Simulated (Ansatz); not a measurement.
# GeH4OS (built from SMILES [OH][GeH2][SH]): a short trajectory

Aim: follow the atoms for 40 steps of 0.5 fs at constant energy, with velocities drawn for 1500 K, and see to which side of the barrier the system falls.

Program: Ansatz 0.2.0, Gaussian basis. Level of theory: B3LYP-D4/def2-SVP. These are calculated values, not measurements.

### Step 1. The starting structure

The start, a first-order saddle point found at PBE0-D4 in triple zeta: 7 atoms, charge 0, spin multiplicity 1.

Atoms are counted from 1 here; the program's logs count them from 0.

Bond lengths: Ge1–O2 1.940 Å, Ge1–S3 2.129 Å, Ge1–H5 1.541 Å, Ge1–H6 1.536 Å, O2–H4 1.217 Å, O2–H7 0.965 Å. Angles: O2–Ge1–S3 84.0°, O2–Ge1–H5 104.5°, O2–Ge1–H6 104.4°, S3–Ge1–H5 121.7°, S3–Ge1–H6 122.4°, H5–Ge1–H6 111.2°, Ge1–O2–H4 76.7°, Ge1–O2–H7 116.0°, H4–O2–H7 112.7°.

Coordinates:

```xyz
7
GeH4OS
Ge   -0.4814    0.1593    0.6312
O     1.0748   -0.0370   -0.5098
S    -1.2234   -1.5038   -0.4705
H     0.3188   -0.8994   -0.9178
H    -0.9779    1.5937    0.3637
H     0.0703    0.0202    2.0575
H     1.2189    0.6669   -1.1543
```

### Step 2. The run

Contents of md/in.yaml:

```yaml
crystal:
  periodic: [false, false, false]
  atoms:
    - {symbol: Ge, position_ang: [-0.481417, 0.159336, 0.631172]}
    - {symbol: O, position_ang: [1.074839, -0.037028, -0.509755]}
    - {symbol: S, position_ang: [-1.223423, -1.503848, -0.470547]}
    - {symbol: H, position_ang: [0.318756, -0.899366, -0.917828]}
    - {symbol: H, position_ang: [-0.977921, 1.593695, 0.363748]}
    - {symbol: H, position_ang: [0.070274, 0.020224, 2.057513]}
    - {symbol: H, position_ang: [1.218893, 0.666886, -1.154303]}
basis:
  gaussian: {orbitals: def2-SVP}
hamiltonian: {xc: {name: B3LYP}, dispersion: d4}
md: {n_steps: 40, timestep: 0.5, temperature: 1500, ensemble: nve, seed: 672, initial_velocities: maxwell_boltzmann}
```

Launch:

```
> ansatz run in.yaml --threads 2 --pin off --events-out ev --progress --plain --max-ram 4352MiB
```

Q: Predict the outcome of this session. Wanted: temperature at the start; mean temperature, second half; lowest and highest potential energy, from the first frame; largest change of potential + kinetic.

**Answer**, as computed:

| quantity | value |
| --- | --- |
| length | 40 steps, 20.0 fs |
| temperature at the start | 1500 K |
| mean temperature, second half | 900 K |
| lowest and highest potential energy, from the first frame | 0 and 660 meV |
| largest change of potential + kinetic | 6.2 meV |

What this shows: By the last frame it has moved towards the side where O2–H4 form. With no thermostat the total energy should stay fixed; it holds within 6.2 meV, small beside the kinetic energy, so the time step serves. The temperature runs between 487 and 1500 K.
